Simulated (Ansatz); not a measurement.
# WHO (quartet): wave-function methods side by side, def2-TZVPP

The task here is to estimate one member of a computed series from the others.

Method: def2-TZVPP, core rule «outside noble gas», up to 5 orbitals frozen; program: Ansatz 0.2.0, Gaussian basis.

Plan: UHF; ROHF; CCSD(T) on UHF.

### The system

The geometry is a PBE0/def2-TZVP stationary point (not a proven minimum) of the parent state, kept for this charge and spin. No spin-orbit coupling is included. Elements past krypton take def2 core potentials.

3 atoms, charge 0, spin multiplicity 4.

Atoms are counted from 1 here; the program's logs count them from 0.

Bond lengths: W1–O2 1.971 Å, W1–H3 1.725 Å. Angles: O2–W1–H3 121.7°.

Coordinates:

```xyz
3
charge 0, multiplicity 4
W     0.00000   -0.01626    0.15178
O     0.00000    0.09887   -1.81588
H     0.00000    1.39641    1.14101
```

Set-up of the first run:

in.yaml

```yaml
crystal:
  periodic: [false, false, false]
  atoms:
    - {symbol: W, position_ang: [0.000000, -0.016260, 0.151778]}
    - {symbol: O, position_ang: [0.000000, 0.098866, -1.815880]}
    - {symbol: H, position_ang: [0.000000, 1.396412, 1.141010]}
basis:
  gaussian: {orbitals: def2-TZVPP}
magnetization: {spin_polarized: true, initial_magnetization: 3}
hamiltonian: {xc: hf}
output: {orbitals: {seedname: orbitals}}
```

The run is started by

```
$ ansatz run in.yaml --threads 1 --pin off --events-out ev --progress --plain --max-ram 2560MiB --backend cpu
```

Steps of the session up to this table: UHF; ROHF; CCSD(T) on UHF.

One table of the session follows, with a row left open; its other results are not shown here.

```
  method  from UCCSD(T) (kJ/mol)
    ROHF                 +1188.6
     UHF                       ?
    UMP2                  +183.8
   UCCSD                   +59.6
UCCSD(T)                       0
```

Estimate the missing values for UHF.

The run gave: from UCCSD(T) (kJ/mol): +1035.2. In the column «from UCCSD(T) (kJ/mol)» it lies between UMP2 (+183.8) and ROHF (+1188.6).

Caveats from the session: The determinant is far from a pure spin state, so its energy mixes those of several spin states (harmless only where they are near-degenerate, as at dissociation).
